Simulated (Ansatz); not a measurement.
**SiAsH (quintet): wave-function methods side by side, cc-pVDZ**

Aim: climb from Hartree-Fock through coupled cluster and multireference methods for SiAsH (quintet) at one geometry and basis, and see what each rung misses.

Method: cc-pVDZ, core rule «outside noble gas», up to 19 orbitals frozen; program: Ansatz 0.2.0, Gaussian basis.

To be run: UHF; CCSD(T) on ROHF; CCSD(T) on UHF; BCCD(T) on ROHF; CISD as a restricted active space (open shells left free, so some higher excitations enter); CCSDT(Q) on ROHF; CCSDT(Q) on UHF; CCSDTQ on ROHF; CCSDTQ on UHF; CASSCF and MRCISD+Q, 10 electrons in 9 orbitals; CASSCF and MRCISD+Q(relaxed), 10 electrons in 9 orbitals; CASSCF and NEVPT2, 10 electrons in 9 orbitals.

6 further runs of the same task are left out: 6 set aside as unsound or not needed. Runs told in other sessions of the task aren't counted.

**1. The system**

The geometry is a PBE0/def2-TZVP stationary point (not a proven minimum) of the parent state, kept for this charge and spin. No spin-orbit coupling is included. The filled d shell of As may be among the frozen orbitals whatever the setting's name suggests.

3 atoms, charge 0, spin multiplicity 5.

Atoms are counted from 1 here; the program's logs count them from 0.

Bond lengths: Si1–As2 2.196 Å, Si1–H3 1.512 Å. Angles: As2–Si1–H3 116.7°.

**2. UHF**

Contents of in.yaml:

```yaml
crystal:
  periodic: [false, false, false]
  atoms:
    - {symbol: Si, position_ang: [0.000000, -0.104364, 1.571806]}
    - {symbol: As, position_ang: [0.000000, 0.022917, -0.620554]}
    - {symbol: H, position_ang: [0.000000, 1.204585, 2.329445]}
basis:
  gaussian: {orbitals: cc-pVDZ}
magnetization: {spin_polarized: true, initial_magnetization: 4}
hamiltonian: {xc: hf}
output: {orbitals: {seedname: orbitals}}
```

Run with:

```bash
> ansatz run in.yaml --threads 1 --pin off --events-out ev --progress --plain --max-ram 4096MiB --backend cpu
```

After this run come: CCSD(T) on ROHF; CCSD(T) on UHF; BCCD(T) on ROHF; CISD as a restricted active space (open shells left free, so some higher excitations enter); CCSDT(Q) on ROHF; CCSDT(Q) on UHF; CCSDTQ on ROHF; CCSDTQ on UHF; CASSCF and MRCISD+Q, 10 electrons in 9 orbitals; CASSCF and MRCISD+Q(relaxed), 10 electrons in 9 orbitals; CASSCF and NEVPT2, 10 electrons in 9 orbitals.

**Question.** What will the summary of the whole plan be? Wanted: UCCSDTQ from the RHF energy; RMP2 from UCCSDTQ; UMP2 from UCCSDTQ; RCCSD from UCCSDTQ; RCCSD(T) from UCCSDTQ; UCCSD(T) from UCCSDTQ; RCCSDT(Q) from UCCSDTQ; UCCSDT(Q) from UCCSDTQ; NEVPT2 valence from UCCSDTQ.

**Answer**, as computed:

| quantity | value |
| --- | --- |
| UCCSDTQ from the ROHF energy | -4.6100 eV |
| RMP2 from UCCSDTQ | +96.7 kJ/mol |
| UMP2 from UCCSDTQ | +98.6 kJ/mol |
| RCCSD from UCCSDTQ | +15.7 kJ/mol |
| RCCSD(T) from UCCSDTQ | +4.3 kJ/mol |
| UCCSD(T) from UCCSDTQ | +3.4 kJ/mol |
| RCCSDT(Q) from UCCSDTQ | +1.0 kJ/mol |
| UCCSDT(Q) from UCCSDTQ | +0.1 kJ/mol |
| NEVPT2 valence from UCCSDTQ | +95.1 kJ/mol |
| MRCISD+Q valence from UCCSDTQ | +4.3 kJ/mol |
| MRCISD+Q(relaxed) valence from UCCSDTQ | 0.0 kJ/mol |
| levels within 1 kcal/mol (43 meV) | UCCSD(T), RCCSDT, UCCSDT, RCCSDT(Q), UCCSDT(Q), RCCSDTQ, MRCISD+Q(relaxed) valence |
| T1 diagnostic | 0.025 |
| effectively unpaired electrons | 4.01 |

In words: RCCSD(T) misses by +4.3 kJ/mol, 1.0 % of the correlation energy. One determinant dominates. Of the multireference levels listed MRCISD+Q(relaxed) valence comes nearest in total energy (0.0 kJ/mol), which doesn't show that its space is the better one. These misses are within one basis, not against nature; the frozen cores of restricted and unrestricted runs differ, which can shift their rows.

With open shells the CI space here admits some higher excitations, so it is larger than plain CISD.
